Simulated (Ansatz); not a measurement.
NaSe, space group Fm-3m, a relaxation of cell and ions

Program: the Python package of Ansatz (0.2.0).

The script reads `nase.xyz`:
```text
2
Lattice="0.0 2.993261 2.993261 2.993261 0.0 2.993261 2.993261 2.993261 0.0" Properties=species:S:1:pos:R:3 pbc="T T T"
Na    0.00000000    0.00000000    0.00000000
Se    2.99326100    2.99326100    2.99326100
```

Script `vcrelax_nase.py`:
```python
import ansatz as az
from ase.data import atomic_numbers
import matplotlib.pyplot as plt
import numpy as np
import spglib

SETTINGS = {
    "xc": "lda",
    "cutoff_ev": 420,
    "mesh": (9, 9, 9),
    "width_ev": 0.15,
    "max_scf": 55,
    "force_tol": 0.03,
}

def edges_and_angles(cell):
    cell = np.asarray(cell)
    a, b, c = np.linalg.norm(cell, axis=1)
    cosines = cell[1] @ cell[2] / (b * c), cell[0] @ cell[2] / (a * c), cell[0] @ cell[1] / (a * b)
    return (a, b, c, *np.degrees(np.arccos(cosines)))

crystal = az.Crystal.from_extxyz("nase.xyz")

job = (
    crystal.calculation()
    .functional(SETTINGS["xc"])
    .basis(SETTINGS["cutoff_ev"])
    .kpoints(mesh=SETTINGS["mesh"])
    .occupations(az.OccupationsMethod.COLD, width=SETTINGS["width_ev"])
    .scf(max_iterations=SETTINGS["max_scf"])
    .relax(force_tolerance=SETTINGS["force_tol"], max_steps=30, fix_cell=["angles"], stress_tolerance=0.1)
    .density_of_states(energy_step=0.1, method="smearing", broadening_width=0.1, projected=True)
)
steps = []


def collect(event):
    if event["event"] == "relax_step":
        steps.append(event["data"])


res = job.session().plan().execute(on_event=collect)
r = res.report
print("step   energy (eV)     max comp. (eV/A)   P (GPa)  SCF")
for s in steps:
    print(f"{s['step']:4d} {s['lagrangian_ev']:15.5f} {s['allowed_force_max_ev_ang']:12.4f} {s['pressure_gpa']:10.3f} {s['n_scf']:5d}")

first, last = steps[0], steps[-1]
symbols = [site.symbol for site in res.lattice.sites]
print(f"energy gained {first['lagrangian_ev'] - last['lagrangian_ev']:.4f} eV in {len(steps) - 1} steps")
for label, vectors in (("before", first["cell_ang"]), ("after", res.lattice.cell_ang)):
    print(label, "a b c (A) {:.4f} {:.4f} {:.4f}  angles {:.2f} {:.2f} {:.2f}".format(*edges_and_angles(vectors)), f" V = {abs(np.linalg.det(vectors)):.3f} A^3")
print("final stress xx yy zz (GPa, compression positive):", np.round(np.diag(r["stress_gpa"]), 3) + 0.0)

fractions = [site.position_frac for site in res.lattice.sites]
numbers = [atomic_numbers[s] for s in symbols]
for tolerance in (1e-3, 1e-2, 1e-1):
    print(f"space group at {tolerance} A:", spglib.get_spacegroup((res.lattice.cell_ang, fractions, numbers), symprec=tolerance))

print("atom   start x y z (A)              end x y z (A)")
for symbol, a, b in zip(symbols, first["positions_ang"], last["positions_ang"]):
    print(f"{symbol:3s}", " ".join(f"{v:8.4f}" for v in a), "  ", " ".join(f"{v:8.4f}" for v in b))

fig, (top, bottom) = plt.subplots(2, 1, sharex=True, figsize=(4.5, 4))
top.plot([s["lagrangian_ev"] - last["lagrangian_ev"] for s in steps], "o-")
top.set_ylabel("E - E(final) (eV)")
bottom.semilogy([max(s["allowed_force_max_ev_ang"], 1e-6) for s in steps], "s-")
bottom.set(xlabel="step", ylabel="largest force (eV/A)")
fig.tight_layout()
fig.savefig("relax.png", dpi=100)

print("relaxed fractional positions")
for site in res.lattice.sites:
    print(f"  {site.symbol:2s}", " ".join(f"{v % 1:8.5f}" for v in np.round(site.position_frac, 5)))

for key in ("converged", "n_iterations", "n_electrons", "n_kpoints", "n_pw", "n_symmetry_ops", "free_energy_ev", "fermi_energy_ev"):
    print(f"{key:18s} {r[key]}")

dos = res.density_of_states()
energy = np.asarray(dos.energies_ev) - dos.fermi_ev
projected = res.projected_density_of_states()
fig, ax = plt.subplots(figsize=(5, 3.4))
for name in sorted({site.species for site in projected.sites}):
    curve = sum(np.sum(part.g_bin_mean_per_ev, axis=0) for site in projected.sites if site.species == name for shell in site.shells for part in shell.curves)
    ax.plot(energy, curve, label=name)
    window = (energy > -4) & (energy <= 0)
    print(f"{name}: {curve[window].sum() * (energy[1] - energy[0]):.3f} projected states in the 4 eV under E_F")
ax.set(xlim=(-8, 6), xlabel="E - E_F (eV)", ylabel="states/eV")
ax.legend()
fig.savefig("pdos.png", dpi=100)
```

```console
$ python vcrelax_nase.py
DeckWarning: crystal.symmetry: narrowed to the stabiliser of the fixed cell quantities (relax.cell.fix) — unitary ops 48 → 12. The narrowing is safe, since a smaller group never makes results wrong: the run goes on under it, on as many k-points as the starting group would need, or more. Excluded: 36 operations that would move a fixed cell quantity at a test strain (relax.cell.fix fixes alpha, beta, gamma). The cell can leave their symmetry as it relaxes.
step   energy (eV)     max comp. (eV/A)   P (GPa)  SCF
   1     -6850.54839       0.0000     -3.214     7
   2     -6850.61967       0.0000     -1.528     7
   3     -6850.63197       0.0000      0.600     7
   4     -6850.63344       0.0000     -0.061     6
   5     -6850.63280       0.0000     -0.061     6
energy gained 0.0844 eV in 4 steps
before a b c (A) 4.2331 4.2331 4.2331  angles 60.00 60.00 60.00  V = 53.637 A^3
after a b c (A) 4.0334 4.0334 4.0334  angles 60.00 60.00 60.00  V = 46.399 A^3
final stress xx yy zz (GPa, compression positive): [-0.061 -0.061 -0.061]
space group at 0.001 A: Fm-3m (225)
space group at 0.01 A: Fm-3m (225)
space group at 0.1 A: Fm-3m (225)
atom   start x y z (A)              end x y z (A)
Na    0.0000   0.0000   0.0000      0.0000   0.0000  -0.0000
Se    2.9933   2.9933   2.9933      2.8521   2.8521   2.8521
relaxed fractional positions
  Na  0.00000  0.00000  0.00000
  Se  0.50000  0.50000  0.50000
converged          True
n_iterations       6
n_electrons        25.0
n_kpoints          85
n_pw               893
n_symmetry_ops     12
free_energy_ev     -6850.6328032769
fermi_energy_ev    4.209552871003021
Na: 0.235 projected states in the 4 eV under E_F
Se: 4.601 projected states in the 4 eV under E_F
```
(Warnings from the package without file and line.)

Absolute energies stand on the zero of these potentials, so only differences at equal settings mean something. A total without «per atom» is that of the whole cell that was run. Forces vanish by symmetry, so the ions can't move, and the end may be a saddle. The mesh is modest for a metal, so energies can be off by several to tens of meV an atom and pressures by half a GPa or more; differences at equal mesh fare better. An absolute Fermi energy rests on an arbitrary zero of the periodic potential and has no direct meaning. Projections exist only for the shells that the potentials hold, some of them semicore, and samples at single energies can miss narrow peaks. Energies along a relaxation are free energies. Rows at an unchanged volume are solved on a plane-wave basis chosen afresh for that cell, so the energy can jump there; the script counts such rows among its steps. Edges and angles are those of the cell as typed, here a primitive one, not of the conventional cell. This cell is a computed structure, which may not be the phase found in nature. The computed bands are complete only to about 8.9 eV above the Fermi level; beyond that the density of states is undercounted. The whole script took 17 s on 1 thread of Arm Neoverse V2, on a shared host, peak memory 0.48 GiB.
